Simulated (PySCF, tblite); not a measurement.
**C4H2F3O2−: a rotation path, then NMR shifts on frames**

How do NMR shifts of C4H2F3O2− (`C=C(C(=O)[O-])C(F)(F)F`) change as the atoms move?

Programs: tblite 0.8.0 and PySCF 2.14.0, with density-fitted response routines of our own. Each step states its level of theory. These are calculated values for one molecule in the gas phase, unless marked as measured. Atoms are numbered from 0 throughout.

## 1. Starting geometry

11 atoms, charge -1, multiplicity 1; geometry from: GFN2-xTB.

Bonds of the start (Å): C0–C1 1.32, C1–C2 1.61, C2–O3 1.23, C2–O4 1.23, C1–C5 1.49, C5–F6 1.38, C5–F7 1.34, C5–F8 1.35, C0–H9 1.08, C0–H10 1.08.

## 2. The rotation path with GFN2-xTB

The job: settings as JSON, then the geometry in Å.

```
{"job": {"kind": "neb", "xc": "GFN2-xTB", "basis": "xTB", "atoms": [2, 1, 5, 7], "turn": 120}, "charge": -1, "multiplicity": 1}
C      0.410043    -1.285352    -0.640495
C      0.159569    -0.138697    -0.033530
C      1.298686     0.629970     0.804439
O      0.934741     1.685794     1.310850
O      2.376767     0.041827     0.814363
C     -1.185145     0.493189    -0.096956
F     -2.095480    -0.228667    -0.834497
F     -1.196552     1.706615    -0.676648
F     -1.784055     0.633098     1.099287
H      1.404384    -1.692370    -0.557125
H     -0.317535    -1.842737    -1.215653
```

Level: GFN2-xTB climbing-image nudged elastic band, gas phase.

On the command line:

```
OMP_NUM_THREADS=1 python probes_run.py task.json out
```

One launch serves the whole session: the jobs run in the order shown.

Standard output:

```text
image   E - E0 / eV
  0      -0.0000
  1       0.0108
  2       0.0341
  3       0.0582
  4       0.0692
  5       0.0600
  6       0.0364
  7       0.0121
  8      -0.0000
```

It took 1.9 s on 1 thread of Arm Neoverse V2, shared host; peak memory 0.19 GiB.

The final band, with the dihedral C2–C1–C5–F7:

```tsv
image	dihedral (°)	energy (eV)	energy (kcal/mol)
0	61	0.000	0.0
1	75	0.011	0.2
2	89	0.034	0.8
3	105	0.058	1.3
4	121	0.069	1.6
5	137	0.060	1.4
6	152	0.036	0.8
7	166	0.012	0.3
8	180	0.000	0.0
```

## 3. Nuclear shieldings: image 0, PBE0/pcSseg-1

The job: settings as JSON, then the geometry in Å.

```
{"job": {"kind": "nmr", "xc": "PBE0", "basis": "pcSseg-1", "pop": false}, "charge": -1, "multiplicity": 1}
C      0.410000    -1.285400    -0.640500
C      0.159600    -0.138700    -0.033500
C      1.298700     0.630000     0.804400
O      0.934700     1.685800     1.310800
O      2.376800     0.041800     0.814400
C     -1.185100     0.493200    -0.097000
F     -2.095500    -0.228700    -0.834500
F     -1.196600     1.706600    -0.676600
F     -1.784100     0.633100     1.099300
H      1.404400    -1.692400    -0.557100
H     -0.317500    -1.842700    -1.215700
```

Method: GIAO PBE0/pcSseg-1 NMR shielding, non-relativistic, gas phase.

Standard output:

```text
coarse grid: 11016 points
cycle   1  E = -602.5772839894  dE =  1.566e+00  |g| = 1.359e+00  |ddm| = 3.197e+00
cycle   2  E = -601.8296520372  dE =  7.476e-01  |g| = 2.422e+00  |ddm| = 3.861e+00
cycle   3  E = -602.8901096607  dE = -1.060e+00  |g| = 2.673e-01  |ddm| = 3.061e+00
cycle   4  E = -602.9042527710  dE = -1.414e-02  |g| = 1.128e-01  |ddm| = 3.617e-01
cycle   5  E = -602.9063902049  dE = -2.137e-03  |g| = 4.487e-02  |ddm| = 1.063e-01
cycle   6  E = -602.9067531269  dE = -3.629e-04  |g| = 1.511e-02  |ddm| = 4.799e-02
cycle   7  E = -602.9067900202  dE = -3.689e-05  |g| = 5.978e-03  |ddm| = 1.554e-02
cycle   8  E = -602.9067967938  dE = -6.774e-06  |g| = 1.226e-03  |ddm| = 5.509e-03
final grid: 112808 points
cycle   9  E = -602.9998312737  dE = -2.636e-05  |g| = 1.225e-02  |ddm| = 2.594e-02
cycle  10  E = -602.9997921670  dE =  3.911e-05  |g| = 1.931e-02  |ddm| = 2.709e-02
cycle  11  E = -602.9998581362  dE = -6.597e-05  |g| = 1.064e-03  |ddm| = 1.699e-02
cycle  12  E = -602.9998583354  dE = -1.992e-07  |g| = 4.242e-04  |ddm| = 9.871e-04
cycle  13  E = -602.9998583669  dE = -3.149e-08  |g| = 1.790e-04  |ddm| = 4.490e-04
cycle  14  E = -602.9998583725  dE = -5.556e-09  |g| = 5.466e-05  |ddm| = 1.740e-04
cycle  15  E = -602.9998583730  dE = -5.157e-10  |g| = 1.833e-05  |ddm| = 6.661e-05
converged SCF energy = -602.9998583730

GIAO shielding tensors (ppm)
atom      isotropic    diamagn.    paramagn.     s11        s22        s33       span
  0 C       63.968     254.597    -190.629    -50.020     72.652    169.272    219.292
  1 C       28.402     267.410    -239.009    -84.780     47.219    122.766    207.546
  2 C       29.064     238.357    -209.293    -72.589     54.845    104.936    177.525
  3 O        9.527     406.014    -396.487   -158.609    -48.733    235.924    394.532
  4 O       39.622     406.100    -366.478   -147.042     22.353    243.556    390.598
  5 C       49.760     238.802    -189.041     40.002     48.681     60.598     20.596
  6 F      256.711     476.304    -219.593    166.185    234.751    369.199    203.014
  7 F      248.654     474.000    -225.346    165.343    248.723    331.895    166.552
  8 F      248.609     474.042    -225.432    165.175    248.384    332.269    167.094
  9 H       25.482      31.769      -6.288     24.074     24.150     28.221      4.147
 10 H       26.118      31.989      -5.871     22.551     25.024     30.780      8.230
```

It took 18 s on 1 thread of Arm Neoverse V2, shared host; peak memory 0.74 GiB.

The references, computed at this level on geometries of the same kind, shield at (ppm): ¹H TMS 31.72, ¹³C TMS 186.9, ¹⁹F CFCl3 170.9, ¹⁷O H2O 336.1. Their shielding less the atom's gives the shift. The references are single molecules in the gas phase, so shifts against H2O, NH3, PH3, H3PO4 or CFCl3 are not on the usual liquid scales and can be off by tens of ppm. Each atom is listed at this fixed geometry, with no averaging over motion; a spectrum would average atoms that exchange fast.

```tsv
atoms	environment	σ (ppm)	δ (ppm)
C1	α carbon of a C=C–C=O unit	28.4	158.5
C2	carboxylate carbon	29.1	157.9
C5	CF3 carbon	49.8	137.2
C0	β carbon of a C=C–C=O unit	64.0	123.0
H9	hydrogen on a β carbon of a C=C–C=O unit	25.48	6.24
H10	hydrogen on a β carbon of a C=C–C=O unit	26.12	5.60
O3	carboxylate oxygen	9.5	326.6
O4	carboxylate oxygen	39.6	296.5
F8	fluorine of a CF3 group	248.6	-77.7
F7	fluorine of a CF3 group	248.7	-77.7
F6	fluorine of a CF3 group	256.7	-85.8
```

The fields below are evaluated on a grid from the run's orbitals.

Frontier orbitals at PBE0/pcSseg-1, with the share of their density that lies nearest to each atom:

```tsv
orbital	energy (eV)	lies on
HOMO	-1.88	O3 69 %; O4 20 %
LUMO	3.44	C0, C1 about 30 % each; H9, H10 about 9 % each
```

ELF in a plane through or near 9 of the atoms.

Ten even steps from ' ' (0.00) to '@' (1.00):
```
                                                        
                                                        
                  ........                              
                ..==++**++--::                          
                ::##%%%%%%%%##==..                      
          ....    ++%%::**%%%%++                        
      ..==**##==::--**######**..                        
      ::++%%%%%%##--::--++::      ..                    
      ::++%%####==**::**%%**==++----==..                
      ..==##%%%%%%==--%%%%--++@@==%%..::                
        ..++****--    ++--++::%%##==######**==..        
                ..----**%%%%**::::++##--**%%**::        
            ..%%@@@@@@::@@==++..  ++%%####**==          
            ++@@@@@@@@++--@@@@**  ::****++--..          
            ..%%@@%%**++%%@@@@@@**    ..                
              ..::::..::##@@@@@@##                      
                        ::####++..                      
                                                        
                                                        
                                                        
```
The map spans 10.0 Å across and 9.7 Å up, centred on the molecule. Atoms in the plane (x, y in Å): C0 (-0.6, -1.4), C1 (-0.2, -0.1), C2 (-1.2, 1.1), O3 (-0.7, 2.2), O4 (-2.4, 0.8), C5 (1.3, 0.2), F6 (2.1, -0.9), H9 (-1.7, -1.5), H10 (0.0, -2.2).

On the surface of density 0.002 e/bohr³ the electrostatic potential runs, from the 1st to the 99th percentile, from -6.41 V near O3 to -2.34 V near H10.

## 4. NMR shieldings: image 2, PBE0/pcSseg-1

The job: settings as JSON, then the geometry in Å.

```
{"job": {"kind": "nmr", "xc": "PBE0", "basis": "pcSseg-1", "pop": false}, "charge": -1, "multiplicity": 1}
C      0.444900    -1.188500    -0.742500
C      0.148500    -0.135100     0.000200
C      1.280300     0.546900     0.929700
O      0.929300     1.562900     1.517200
O      2.349100    -0.056800     0.903000
C     -1.203500     0.480500    -0.088100
F     -2.192400    -0.423400    -0.398600
F     -1.291000     1.403400    -1.081300
F     -1.655300     1.083000     1.013800
H      1.444400    -1.585500    -0.670500
H     -0.248900    -1.684700    -1.408900
```

Level: GIAO PBE0/pcSseg-1 NMR shielding, non-relativistic, gas phase.

Standard output:

```text
coarse grid: 11016 points
cycle   1  E = -602.5713591061  dE =  1.564e+00  |g| = 1.364e+00  |ddm| = 3.183e+00
cycle   2  E = -601.2634344050  dE =  1.308e+00  |g| = 2.776e+00  |ddm| = 4.126e+00
cycle   3  E = -602.8503434141  dE = -1.587e+00  |g| = 4.657e-01  |ddm| = 3.587e+00
cycle   4  E = -602.9007739010  dE = -5.043e-02  |g| = 1.148e-01  |ddm| = 5.800e-01
cycle   5  E = -602.9020021126  dE = -1.228e-03  |g| = 8.151e-02  |ddm| = 1.616e-01
cycle   6  E = -602.9031562287  dE = -1.154e-03  |g| = 3.040e-02  |ddm| = 9.566e-02
cycle   7  E = -602.9033222301  dE = -1.660e-04  |g| = 1.019e-02  |ddm| = 3.048e-02
cycle   8  E = -602.9033406416  dE = -1.841e-05  |g| = 2.132e-03  |ddm| = 9.203e-03
cycle   9  E = -602.9033416835  dE = -1.042e-06  |g| = 9.037e-04  |ddm| = 2.482e-03
final grid: 112808 points
cycle  10  E = -602.9961863036  dE = -2.689e-05  |g| = 1.188e-02  |ddm| = 2.354e-02
cycle  11  E = -602.9961498962  dE =  3.641e-05  |g| = 1.873e-02  |ddm| = 2.614e-02
cycle  12  E = -602.9962115960  dE = -6.170e-05  |g| = 1.033e-03  |ddm| = 1.638e-02
cycle  13  E = -602.9962117884  dE = -1.925e-07  |g| = 3.902e-04  |ddm| = 8.734e-04
cycle  14  E = -602.9962118201  dE = -3.161e-08  |g| = 1.575e-04  |ddm| = 4.747e-04
cycle  15  E = -602.9962118253  dE = -5.285e-09  |g| = 5.618e-05  |ddm| = 1.868e-04
cycle  16  E = -602.9962118258  dE = -4.743e-10  |g| = 1.798e-05  |ddm| = 5.354e-05
converged SCF energy = -602.9962118258

GIAO shielding tensors (ppm)
atom      isotropic    diamagn.    paramagn.     s11        s22        s33       span
  0 C       61.443     254.653    -193.210    -54.835     70.375    168.789    223.624
  1 C       29.026     266.736    -237.710    -85.944     45.772    127.251    213.195
  2 C       29.575     238.383    -208.809    -72.278     52.722    108.281    180.559
  3 O        9.349     405.830    -396.481   -159.485    -52.906    240.438    399.924
  4 O       43.152     406.051    -362.899   -141.148     26.159    244.444    385.592
  5 C       49.815     238.618    -188.803     39.525     48.472     61.449     21.924
  6 F      245.659     476.344    -230.685    161.876    212.841    362.259    200.383
  7 F      236.071     475.434    -239.362    146.734    223.792    337.687    190.953
  8 F      257.236     472.912    -215.676    180.630    268.084    322.993    142.363
  9 H       25.265      31.767      -6.502     23.812     23.912     28.072      4.260
 10 H       26.069      31.793      -5.724     22.112     25.268     30.827      8.715
```

Wall time 14 s (1 thread of Arm Neoverse V2, shared host); peak memory 0.76 GiB.

In short: δ C1 157.9, C2 157.4, C5 137.1, C0 125.5, H9 6.45, H10 5.65 ppm.

## 5. Shielding tensors: image 4, PBE0/pcSseg-1

The job: settings as JSON, then the geometry in Å.

```
{"job": {"kind": "nmr", "xc": "PBE0", "basis": "pcSseg-1", "pop": false}, "charge": -1, "multiplicity": 1}
C      0.479100    -1.078800    -0.827600
C      0.158200    -0.089200    -0.008900
C      1.264300     0.453600     1.038600
O      0.900800     1.370100     1.764200
O      2.332300    -0.145800     0.950200
C     -1.213200     0.487400    -0.100500
F     -2.187100    -0.457600     0.086900
F     -1.484800     0.984400    -1.347200
F     -1.535000     1.474600     0.733100
H      1.474300    -1.484800    -0.748800
H     -0.183500    -1.511200    -1.566200
```

Level: GIAO PBE0/pcSseg-1 NMR shielding, non-relativistic, gas phase.

Standard output:

```text
coarse grid: 11016 points
cycle   1  E = -602.5656848054  dE =  1.564e+00  |g| = 1.368e+00  |ddm| = 3.189e+00
cycle   2  E = -600.4740012723  dE =  2.092e+00  |g| = 2.963e+00  |ddm| = 4.293e+00
cycle   3  E = -602.7688945878  dE = -2.295e+00  |g| = 7.186e-01  |ddm| = 4.007e+00
cycle   4  E = -602.8892048513  dE = -1.203e-01  |g| = 2.001e-01  |ddm| = 6.520e-01
cycle   5  E = -602.8961485191  dE = -6.944e-03  |g| = 1.285e-01  |ddm| = 3.213e-01
cycle   6  E = -602.8996139606  dE = -3.465e-03  |g| = 4.059e-02  |ddm| = 1.533e-01
cycle   7  E = -602.8998903268  dE = -2.764e-04  |g| = 1.789e-02  |ddm| = 4.546e-02
cycle   8  E = -602.8999459937  dE = -5.567e-05  |g| = 4.056e-03  |ddm| = 1.636e-02
cycle   9  E = -602.8999490209  dE = -3.027e-06  |g| = 1.384e-03  |ddm| = 4.153e-03
final grid: 112808 points
cycle  10  E = -602.9930503380  dE = -2.971e-05  |g| = 1.165e-02  |ddm| = 2.572e-02
cycle  11  E = -602.9930167205  dE =  3.362e-05  |g| = 1.819e-02  |ddm| = 2.533e-02
cycle  12  E = -602.9930748004  dE = -5.808e-05  |g| = 1.070e-03  |ddm| = 1.584e-02
cycle  13  E = -602.9930750006  dE = -2.002e-07  |g| = 4.118e-04  |ddm| = 9.135e-04
cycle  14  E = -602.9930750329  dE = -3.233e-08  |g| = 1.792e-04  |ddm| = 5.169e-04
cycle  15  E = -602.9930750394  dE = -6.493e-09  |g| = 6.312e-05  |ddm| = 2.103e-04
cycle  16  E = -602.9930750400  dE = -6.171e-10  |g| = 1.728e-05  |ddm| = 5.873e-05
converged SCF energy = -602.9930750400

GIAO shielding tensors (ppm)
atom      isotropic    diamagn.    paramagn.     s11        s22        s33       span
  0 C       58.308     254.613    -196.305    -60.452     67.194    168.182    228.634
  1 C       29.868     266.573    -236.705    -86.675     45.407    130.873    217.547
  2 C       29.858     238.145    -208.287    -72.056     51.531    110.098    182.153
  3 O        8.427     405.547    -397.120   -162.920    -58.163    246.365    409.285
  4 O       45.999     406.067    -360.068   -136.010     29.231    244.776    380.785
  5 C       49.880     238.545    -188.664     39.750     48.104     61.786     22.035
  6 F      229.655     476.296    -246.641    144.538    198.174    346.251    201.713
  7 F      229.222     476.279    -247.057    143.687    198.559    345.420    201.733
  8 F      263.331     472.502    -209.172    185.762    282.828    321.402    135.640
  9 H       24.992      31.786      -6.794     23.505     23.586     27.886      4.381
 10 H       26.016      31.631      -5.615     21.591     25.564     30.893      9.301
```

Wall time 14 s (1 thread of Arm Neoverse V2, shared host); peak memory 0.76 GiB.

In short: δ C2 157.1, C1 157.1, C5 137.0, C0 128.6, H9 6.72, H10 5.70 ppm.

## 6. NMR shieldings: image 6, PBE0/pcSseg-1

The job: settings as JSON, then the geometry in Å.

```
{"job": {"kind": "nmr", "xc": "PBE0", "basis": "pcSseg-1", "pop": false}, "charge": -1, "multiplicity": 1}
C      0.534000    -1.000700    -0.931200
C      0.174300    -0.078200    -0.054300
C      1.192600     0.360100     1.119600
O      0.737800     1.153200     1.934900
O      2.290700    -0.181600     1.027400
C     -1.197900     0.496500    -0.102400
F     -2.101600    -0.262200     0.572700
F     -1.712700     0.555300    -1.375500
F     -1.345100     1.740100     0.359100
H      1.525600    -1.413500    -0.841600
H     -0.092300    -1.366300    -1.734800
```

With the program's defaults for keys left out, this is: GIAO PBE0/pcSseg-1 NMR shielding, non-relativistic, gas phase.

Standard output:

```text
coarse grid: 11016 points
cycle   1  E = -602.5711863470  dE =  1.565e+00  |g| = 1.364e+00  |ddm| = 3.183e+00
cycle   2  E = -601.2128964533  dE =  1.358e+00  |g| = 2.798e+00  |ddm| = 4.139e+00
cycle   3  E = -602.8463855020  dE = -1.633e+00  |g| = 4.820e-01  |ddm| = 3.618e+00
cycle   4  E = -602.9007719539  dE = -5.439e-02  |g| = 1.140e-01  |ddm| = 5.915e-01
cycle   5  E = -602.9019115231  dE = -1.140e-03  |g| = 8.385e-02  |ddm| = 1.673e-01
cycle   6  E = -602.9031457518  dE = -1.234e-03  |g| = 3.129e-02  |ddm| = 9.856e-02
cycle   7  E = -602.9033215045  dE = -1.758e-04  |g| = 1.070e-02  |ddm| = 3.158e-02
cycle   8  E = -602.9033418423  dE = -2.034e-05  |g| = 2.268e-03  |ddm| = 9.728e-03
cycle   9  E = -602.9033430003  dE = -1.158e-06  |g| = 9.564e-04  |ddm| = 2.603e-03
final grid: 112808 points
cycle  10  E = -602.9959508367  dE = -2.826e-05  |g| = 1.182e-02  |ddm| = 2.624e-02
cycle  11  E = -602.9959149080  dE =  3.593e-05  |g| = 1.862e-02  |ddm| = 2.600e-02
cycle  12  E = -602.9959758497  dE = -6.094e-05  |g| = 1.024e-03  |ddm| = 1.628e-02
cycle  13  E = -602.9959760380  dE = -1.883e-07  |g| = 3.946e-04  |ddm| = 8.712e-04
cycle  14  E = -602.9959760701  dE = -3.204e-08  |g| = 1.580e-04  |ddm| = 4.825e-04
cycle  15  E = -602.9959760754  dE = -5.306e-09  |g| = 5.808e-05  |ddm| = 1.913e-04
cycle  16  E = -602.9959760759  dE = -5.193e-10  |g| = 1.744e-05  |ddm| = 5.417e-05
converged SCF energy = -602.9959760759

GIAO shielding tensors (ppm)
atom      isotropic    diamagn.    paramagn.     s11        s22        s33       span
  0 C       61.217     254.622    -193.405    -54.994     69.931    168.713    223.707
  1 C       29.174     266.732    -237.559    -85.643     45.677    127.486    213.130
  2 C       29.528     238.374    -208.846    -72.262     52.829    108.018    180.280
  3 O        9.053     405.817    -396.764   -160.500    -53.564    241.223    401.723
  4 O       43.276     406.053    -362.777   -141.135     26.274    244.688    385.823
  5 C       49.853     238.567    -188.714     39.563     48.467     61.530     21.968
  6 F      235.295     475.491    -240.195    145.617    222.219    338.050    192.433
  7 F      244.542     476.343    -231.801    161.475    211.093    361.058    199.584
  8 F      257.751     472.861    -215.110    181.225    268.756    323.271    142.046
  9 H       25.245      31.771      -6.526     23.795     23.884     28.055      4.260
 10 H       26.069      31.780      -5.711     22.094     25.297     30.815      8.720
```

Run time: 14 s. Hardware: 1 thread of Arm Neoverse V2, shared host; peak memory 0.76 GiB.

In short: δ C1 157.8, C2 157.4, C5 137.1, C0 125.7, H9 6.47, H10 5.65 ppm.

## 7. NMR shieldings: image 8, PBE0/pcSseg-1

The job: settings as JSON, then the geometry in Å.

```
{"job": {"kind": "nmr", "xc": "PBE0", "basis": "pcSseg-1", "pop": false}, "charge": -1, "multiplicity": 1}
C      0.598800    -0.898800    -1.033400
C      0.171300    -0.112900    -0.061000
C      1.111300     0.245000     1.195600
O      0.599500     0.994800     2.019800
O      2.215400    -0.290600     1.145200
C     -1.193000     0.479000    -0.083200
F     -1.970600     0.107600     0.949300
F     -1.928900     0.121700    -1.190000
F     -1.209000     1.823500    -0.110900
H      1.598800    -1.294100    -0.957000
H      0.011800    -1.172600    -1.900300
```

Level: GIAO PBE0/pcSseg-1 NMR shielding, non-relativistic, gas phase.

Standard output:

```text
coarse grid: 11016 points
cycle   1  E = -602.5767570698  dE =  1.566e+00  |g| = 1.359e+00  |ddm| = 3.196e+00
cycle   2  E = -601.8255160892  dE =  7.512e-01  |g| = 2.425e+00  |ddm| = 3.865e+00
cycle   3  E = -602.8895175464  dE = -1.064e+00  |g| = 2.684e-01  |ddm| = 3.067e+00
cycle   4  E = -602.9037933706  dE = -1.428e-02  |g| = 1.130e-01  |ddm| = 3.634e-01
cycle   5  E = -602.9059364374  dE = -2.143e-03  |g| = 4.473e-02  |ddm| = 1.061e-01
cycle   6  E = -602.9062967786  dE = -3.603e-04  |g| = 1.518e-02  |ddm| = 4.790e-02
cycle   7  E = -602.9063340591  dE = -3.728e-05  |g| = 6.009e-03  |ddm| = 1.561e-02
cycle   8  E = -602.9063408889  dE = -6.830e-06  |g| = 1.228e-03  |ddm| = 5.532e-03
final grid: 112808 points
cycle   9  E = -602.9998290373  dE = -2.803e-05  |g| = 1.225e-02  |ddm| = 2.561e-02
cycle  10  E = -602.9997899772  dE =  3.906e-05  |g| = 1.929e-02  |ddm| = 2.728e-02
cycle  11  E = -602.9998559322  dE = -6.595e-05  |g| = 1.069e-03  |ddm| = 1.703e-02
cycle  12  E = -602.9998561312  dE = -1.990e-07  |g| = 4.392e-04  |ddm| = 9.914e-04
cycle  13  E = -602.9998561656  dE = -3.440e-08  |g| = 1.786e-04  |ddm| = 4.632e-04
cycle  14  E = -602.9998561712  dE = -5.582e-09  |g| = 5.445e-05  |ddm| = 1.739e-04
cycle  15  E = -602.9998561717  dE = -5.014e-10  |g| = 1.913e-05  |ddm| = 6.606e-05
converged SCF energy = -602.9998561717

GIAO shielding tensors (ppm)
atom      isotropic    diamagn.    paramagn.     s11        s22        s33       span
  0 C       63.938     254.586    -190.647    -50.022     72.594    169.243    219.266
  1 C       28.436     267.429    -238.993    -84.737     47.267    122.779    207.516
  2 C       29.078     238.364    -209.286    -72.568     54.882    104.921    177.489
  3 O        9.833     406.004    -396.171   -158.252    -48.658    236.410    394.662
  4 O       39.752     406.103    -366.351   -147.055     22.518    243.793    390.847
  5 C       49.749     238.768    -189.019     39.962     48.686     60.598     20.635
  6 F      248.720     474.025    -225.305    165.456    248.609    332.095    166.639
  7 F      256.715     476.292    -219.577    166.061    234.674    369.410    203.348
  8 F      248.391     474.015    -225.624    165.029    248.316    331.829    166.800
  9 H       25.458      31.760      -6.301     24.053     24.123     28.199      4.146
 10 H       26.120      31.976      -5.857     22.554     25.038     30.768      8.214
```

It took 14 s on 1 thread of Arm Neoverse V2, shared host; peak memory 0.76 GiB.

This run: δ C1 158.5, C2 157.8, C5 137.2, C0 123.0, H9 6.26, H10 5.60 ppm.

## 8. Comparing the runs: NMR shifts

Shifts (ppm) of some atoms, chosen among heavy atoms and hydrogens apart, with basis size and wall time:

```tsv
frame	C0	H9	H10	O4	F8	F7	F6	functions	time
image 0	123.0	6.24	5.60	296.5	-77.7	-77.7	-85.8	163	18 s
image 2	125.5	6.45	5.65	292.9	-86.3	-65.1	-74.7	163	14 s
image 4	128.6	6.72	5.70	290.1	-92.4	-58.3	-58.7	163	14 s
image 6	125.7	6.47	5.65	292.8	-86.8	-73.6	-64.3	163	14 s
image 8	123.0	6.26	5.60	296.3	-77.4	-85.8	-77.8	163	14 s
```

## 9. What came out

| quantity | value |
| --- | --- |
| barrier | 0.069 eV (1.6 kcal/mol) at image 4 |
| end to end (GFN2-xTB) | 0.000 eV |
| ¹³C shifts against TMS (PBE0/pcSseg-1, image 0) | 158.5, 157.9, 137.2, 123.0 ppm |
| ¹H shifts against TMS (PBE0/pcSseg-1, image 0) | 6.24, 5.60 ppm |
| ¹⁷O shifts against H2O (PBE0/pcSseg-1, image 0) | 326.6, 296.5 ppm |
| ¹⁹F shifts against CFCl3 (PBE0/pcSseg-1, image 0) | -77.7, -77.7, -85.8 ppm |
| range of the shift of F7 | -85.8 to -58.3 ppm |

Along the band the dihedral turns by 119°, and the top (dihedral 121°) lies 1.6 kcal/mol above the start (GFN2-xTB, rough), so at room temperature this motion is fast. The top was not checked by a frequency run. Shifts at one fixed geometry are not the observed spectrum, which averages over the motion. In ppm, F7 moves most: its shift spreads over 27.5 ppm, from -85.8 (image 8) to -58.3 (image 4).
